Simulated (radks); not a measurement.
**K in [Ar] 4s1: an all-electron calculation**

One table from this session's results is given with a row withheld; the runs are named, their logs left out.

The numbers are computed with radks (a radial shooting solver on a logarithmic mesh, Libxc functionals) version 1 (Dirac Kohn-Sham, PW91, spin-unpolarised, spherical densities, point nucleus), except any that are marked as measured or tabulated.

## The atom as given

| Property | Result |
| --- | --- |
| element | potassium (Z = 19) |
| charge | 0 |
| electrons | 19 |
| configuration | [Ar] 4s1 |

Outer shells as boxes (Hund's rule):

K
```
[Ar] core
4s [↑ ]
```

The first run:

The run's settings:

```text
Z 19
configuration [Ar] 4s1 3d0 4p0
relativity Dirac
functional pw91,pw91
spin unpolarised
j_filling energy
nucleus point
c 137.035999084
```

Run with:

```bash
> python run_ks.py task.json out
```

The same process makes all the runs of this session.

One table of the session follows, with a row left open; its other results are not shown here.

It belongs to the step «Orbitals and density». Sizes of the orbitals, from the radial functions (bohr):

| level | <r> | outermost maximum (interpolated) | 90 % within | nodes |
| --- | --- | --- | --- | --- |
| 1s1/2 | 0.08105 | 0.0530 | 0.145 | 0 |
| 2s1/2 | 0.3876 | 0.318 | 0.605 | 1 |
| 2p1/2 | 0.3488 | 0.261 | 0.577 | 0 |
| 2p3/2 | ? | ? | ? | ? |
| 3s1/2 | 1.268 | 1.08 | 1.91 | 2 |
| 3p1/2 | 1.428 | 1.15 | 2.23 | 1 |
| 3p3/2 | 1.437 | 1.16 | 2.24 | 1 |
| 4s1/2 | 5.023 | 4.18 | 7.65 | 3 |
| 4p1/2 | 7.196 | 5.71 | 11.1 | 2 |
| 4p3/2 | 7.224 | 5.73 | 11.1 | 2 |

Q: Estimate the row for 2p3/2 from the others.

**Answer.** <r>: 0.3513; outermost maximum (interpolated): 0.263; 90 % within: 0.581; nodes: 0. In the column «<r>» it lies between 2p1/2 (0.3488) and 2s1/2 (0.3876).

Limits of these values: Spin polarisation and multiplet splitting are left out.
